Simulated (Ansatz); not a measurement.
CsLiCr2Te2S3:

```xyz
9
Lattice="6.1079 -0.0189 0.0058 -2.2882 5.9315 0.0033 -1.3846 -2.1940 7.5626" Properties=species:S:1:pos:R:3 pbc="T T T"
Cs   -1.2214   -1.5781    7.5175
Li    1.3578    2.1786    4.3464
Cr   -1.4737    1.7002    4.3877
Cr    1.8244   -1.0105    4.0654
Te    1.1800    3.9224    2.1382
Te   -1.8529    3.2545    2.2636
S     2.9223    0.6352    5.3580
S    -0.5181    3.2438    5.6675
S    -0.0026    0.2938    3.6808
```

The cell was built by a generator and needn't be a form met in nature.

| Item | Value |
| --- | --- |
| Program | Ansatz 0.2.0 |
| Task | single point |
| Functional | PBE |
| Potentials or basis | Ansatz PAW |
| Cutoff | 420 eV (not typed: the program's choice for these potentials) |
| k mesh | 5 × 5 × 4 |
| Occupations | fermi-dirac, width 0.05 eV |
| Spin | collinear spin, ferromagnetic start |
| Starting moments | [0.0, 0.0, 3.0, 3.0, 0.0, 0.0, 0.0, 0.0, 0.0] μB |

On this cell: pressure 0.0 GPa; largest force 0.131 eV/Å; net moment 5.40 μB per cell; site moments Cs +0.00; Li +0.00; Cr +2.21, +2.61; Te -0.05, -0.09; S -0.04, -0.06, -0.08 μB; band gap on the k mesh none (metal or under the smearing width).

The same run follows on a disturbed copy (atoms moved at random, drawn with an rms of 0.05 Å):

```xyz
9
Lattice="6.1079 -0.0189 0.0058 -2.2882 5.9315 0.0033 -1.3846 -2.1940 7.5626" Properties=species:S:1:pos:R:3 pbc="T T T"
Cs   -1.2661   -1.5736    7.4923
Li    1.3164    2.1888    4.3850
Cr   -1.4454    1.6879    4.4204
Cr    1.8439   -1.0082    4.0557
Te    1.1662    3.8982    2.0947
Te   -1.8728    3.2490    2.3006
S     2.9053    0.5928    5.3311
S    -0.5017    3.2744    5.6690
S    -0.0357    0.3178    3.6726
```

**Question.** What does the disturbed cell give?

**Answer.** The energy (extrapolated to zero smearing) moves by +5.7 meV/atom; pressure 0.2 GPa; largest force 0.814 eV/Å; net moment 5.42 μB per cell; site moments Cs +0.00; Li +0.00; Cr +2.15, +2.64; Te -0.05, -0.09; S -0.04, -0.06, -0.07 μB; band gap on the k mesh none (metal or under the smearing width).

Forces in eV/Å, atoms in the order of the input:
```
Cs   0.023 -0.007  0.034
Li   0.140 -0.005 -0.078
Cr  -0.654  0.370  0.113
Cr  -0.312 -0.085 -0.383
Te   0.001  0.106  0.209
Te  -0.039 -0.074  0.069
S    0.268  0.376  0.090
S   -0.050 -0.168  0.050
S    0.623 -0.513 -0.104
```

Stress tensor (GPa, compression positive):
```
 0.45  0.01  0.02
 0.01  0.22  0.28
 0.02  0.28 -0.12
```

Caveats: only a ferromagnetic start was run, and an antiferromagnetic order may lie lower in energy.
